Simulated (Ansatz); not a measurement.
two structures of HfC, a comparison of enthalpies under pressure

Program: Ansatz 0.2.0 through its Python package.

Interactive session:
```pycon
>>> import csv
>>> import warnings
>>> import ansatz as az
>>> import numpy as np
>>> def cscl(A, B, a):
...     return (
...         az.Lattice.cubic(a)
...         .space_group(221)
...         .atom(A, (0, 0, 0))
...         .atom(B, (0.5, 0.5, 0.5))
...     )
...
>>> def rocksalt(first, second, a):
...     return az.Crystal.rocksalt(first, second, a=a)
...
>>> def compute(name, crystal, pressure=0.0):
...     calc = (
...         crystal.calculation()
...         .functional('r2scan')
...         .basis(630, xc_grid=1)
...         .eigensolver('davidson', full_accuracy=True)
...         .kpoints(spacing=0.3)
...         .occupations('fermi_dirac', width=0.05)
...     )
...     calc = calc.relax(force_tolerance=0.01, max_steps=60, cell=True, pressure=pressure)
...     return calc.run(threads=1, backend='cpu')
...
>>> def volume_per_atom(outcome):
...     return abs(np.linalg.det(outcome.lattice.cell_ang)) / len(outcome.lattice.sites)
...
>>> warnings.simplefilter('ignore')
>>> phases = {}
>>> phases['CsCl'] = cscl('Hf', 'C', 2.86)
>>> phases['rocksalt'] = rocksalt('Hf', 'C', 4.65)
>>> pressures = [0, 15, 30, 45]
>>> enthalpy, volume = {name: [] for name in phases}, {name: [] for name in phases}
>>> for p in pressures:
...     for name, crystal in phases.items():
...         o = compute(name, crystal, pressure=p)
...         volume[name].append(volume_per_atom(o))
...         enthalpy[name].append(o.report['energy_sigma0_ev'] / len(o.lattice.sites) + p * volume[name][-1] / 160.21766)
...
>>> gap = np.array(enthalpy['rocksalt']) - np.array(enthalpy['CsCl'])
>>> rows = [(p, va, vb, 1000 * d) for p, va, vb, d in zip(pressures, volume['CsCl'], volume['rocksalt'], gap)]
>>> with open('transition.csv', 'w', newline='') as handle:
...     writer = csv.writer(handle)
...     writer.writerow(['P (GPa)', 'V CsCl (A^3/atom)', 'V rocksalt (A^3/atom)', 'H(rocksalt) - H(CsCl) (meV/atom)'])
...     writer.writerows([round(v, 4) if isinstance(v, float) else v for v in row] for row in rows)
...
82
>>> print(open('transition.csv').read())
P (GPa),V CsCl (A^3/atom),V rocksalt (A^3/atom),H(rocksalt) - H(CsCl) (meV/atom)
0,12.0124,12.4915,-1471.2634
15,11.3002,11.8221,-1423.7134
30,10.7546,11.2917,-1373.9981
45,10.3094,10.855,-1323.3328
>>> crossings = [p0 - g0 * (p1 - p0) / (g1 - g0) for p0, p1, g0, g1 in zip(pressures, pressures[1:], gap, gap[1:]) if g0 * g1 < 0]
>>> print('crossing near', [round(float(p), 1) for p in crossings], 'GPa') if crossings else print('no crossing in this range')
no crossing in this range
```

What to keep in mind:
- These settings explore the input space; cutoff and mesh may be short of convergence.
- At a fixed pressure a relaxation lowers the enthalpy F + PV, while F alone can rise.
- For the metals among these phases the mesh is modest: differences between phases can be off by up to 40 meV an atom.
- xc_grid=1 is under the default for a meta-GGA and makes forces and stresses depend on the grid.
- Spin-orbit coupling, which matters for elements this heavy, is left out.
- Only these two structures are compared, at zero temperature and with their symmetry kept; either may be hypothetical, and another phase may be lower than both. Differences under about 40 meV an atom lie within the error of mesh and functional.
- The cells are prototypes set up for this calculation and needn't exist.
- Wall time of the script: 3.1 min on 1 thread of Arm Neoverse V1, on a shared host, peak memory 0.41 GiB.
